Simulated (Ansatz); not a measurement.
**CH6BNO: up Jacob's ladder to CCSD(T)**

Aim: compute CH6BNO with functionals from several rungs and with coupled cluster, and see how far each lands from CCSD(T) at the basis-set limit for the atomisation energy.

Method: functionals in def2-TZVPP, the program's frozen cores in correlated methods; program: Ansatz 0.2.0, Gaussian basis.

Levels to be run: LDA (SPW92), PBE-D4, revPBE-D4, BLYP-D4, r2SCAN-D4, B97M-V, PBE0-D4, B3LYP-D4, r2SCANh-D4, r2SCAN0-D4, HSE06-D4, BHLYP-D4, CAM-B3LYP-D4, LC-ωPBE, ωB97X-V, ωB97M-V, B2PLYP, PBE-QIDH; CCSD(T)/def2-SVP; CCSD(T)/def2-TZVPP; MP2/def2-QZVPP; extrapolation to the limit; RPA on PBE.

## 1. Structure used throughout

An earlier PBE0-D4 in a triple-zeta def2 set relaxation fixed the geometry.

SMILES `NCBO`, 10 atoms, charge 0, spin multiplicity 1.

Atoms are counted from 1 here; the program's logs count them from 0.

Bond lengths: N1–C2 1.481 Å, N1–H5 1.013 Å, N1–H6 1.014 Å, C2–B3 1.567 Å, C2–H7 1.093 Å, C2–H8 1.093 Å, B3–O4 1.357 Å, B3–H9 1.208 Å, O4–H10 0.960 Å. Angles: C2–N1–H5 110.4°, C2–N1–H6 110.6°, H5–N1–H6 106.8°, N1–C2–B3 107.1°, N1–C2–H7 108.1°, N1–C2–H8 107.9°, B3–C2–H7 113.1°, B3–C2–H8 113.6°, H7–C2–H8 106.9°, C2–B3–O4 119.4°, C2–B3–H9 120.9°, O4–B3–H9 119.4°, B3–O4–H10 113.3°.

## 2. LDA

This LDA is Slater exchange with PW92 correlation.

in.yaml reads:

```yaml
crystal:
  periodic: [false, false, false]
  atoms:
    - {symbol: N, position_ang: [-1.414013, -0.250023, -0.623787]}
    - {symbol: C, position_ang: [-0.269685, -0.840125, 0.108160]}
    - {symbol: B, position_ang: [0.692954, 0.337564, 0.484256]}
    - {symbol: O, position_ang: [1.835406, 0.517590, -0.226142]}
    - {symbol: H, position_ang: [-1.090510, 0.234282, -1.453230]}
    - {symbol: H, position_ang: [-1.888645, 0.436993, -0.048894]}
    - {symbol: H, position_ang: [0.199117, -1.587188, -0.538103]}
    - {symbol: H, position_ang: [-0.665973, -1.375033, 0.975499]}
    - {symbol: H, position_ang: [0.378319, 1.154072, 1.316722]}
    - {symbol: H, position_ang: [2.306231, 1.320669, 0.008319]}
basis:
  gaussian: {orbitals: def2-TZVPP}
hamiltonian: {xc: lda}
output: {orbitals: {seedname: orbitals}}
```

Launch:

```bash
$ ansatz run in.yaml --threads 2 --pin off --events-out ev --progress --plain --max-ram 4352MiB
```

After this run come: PBE-D4 (GGA); revPBE-D4 (GGA); BLYP-D4 (GGA); r2SCAN-D4 (meta-GGA); B97M-V (meta-GGA); B3LYP-D4 (hybrid); r2SCANh-D4 (hybrid); r2SCAN0-D4 (hybrid); HSE06-D4 (hybrid); BHLYP-D4 (hybrid); CAM-B3LYP-D4 (range-separated); LC-ωPBE (range-separated); ωB97X-V (range-separated); ωB97M-V (range-separated); B2PLYP (double hybrid); PBE-QIDH (double hybrid); CCSD(T) in def2-SVP; CCSD(T) in def2-TZVPP; MP2 in def2-QZVPP; RPA on PBE orbitals.

Before running them: what should the planned runs give, taken together? Wanted: atomisation energy, CCSD(T)/CBS; farthest beyond LDA; mean size of error, GGA; mean size of error, meta-GGA; mean size of error, hybrid; mean size of error, range-separated; mean size of error, double hybrid; gap, smallest and largest; T1 diagnostic.

**Answer**, as computed:

| quantity | value |
| --- | --- |
| atomisation energy, CCSD(T)/CBS | 39.094 eV |
| functionals within 0.195 eV (0.5 %) | revPBE-D4, r2SCAN-D4, B97M-V, PBE0-D4, r2SCANh-D4, HSE06-D4, LC-ωPBE, ωB97X-V |
| farthest beyond LDA | BHLYP-D4 (-1.059 eV) |
| mean size of error, GGA | 0.428 eV |
| mean size of error, meta-GGA | 0.085 eV |
| mean size of error, hybrid | 0.380 eV |
| mean size of error, range-separated | 0.193 eV |
| mean size of error, double hybrid | 0.252 eV |
| gap, smallest and largest | 4.00 eV (LDA (SPW92)), 11.52 eV (LC-ωPBE) |
| T1 diagnostic | 0.0127 |
| triples share of the correlation energy | 3.6 % |

The LDA atomisation energy is off by 5.864 eV (15 %): it overbinds. PBE-D4 misses by +0.957 eV. Double hybrids carry the basis error of their MP2 part in triple zeta, and no dispersion term here, so their miss is partly the set-up's. The rungs meta-GGA, range-separated miss on average by less than the doubt on the reference (0.195 eV), so they tie. Misses under about 0.195 eV are within the doubt on the reference itself, which lacks core-valence correlation, relativity and higher excitations. Hartree-Fock recovers 72 % of the binding; the rest is correlation. CCSD(T) in def2-SVP is off by -2.040 eV, more than most functionals: a good method in a small basis is no reference. Orbital gaps span 4.0 to 11.5 eV; exact exchange widens them.
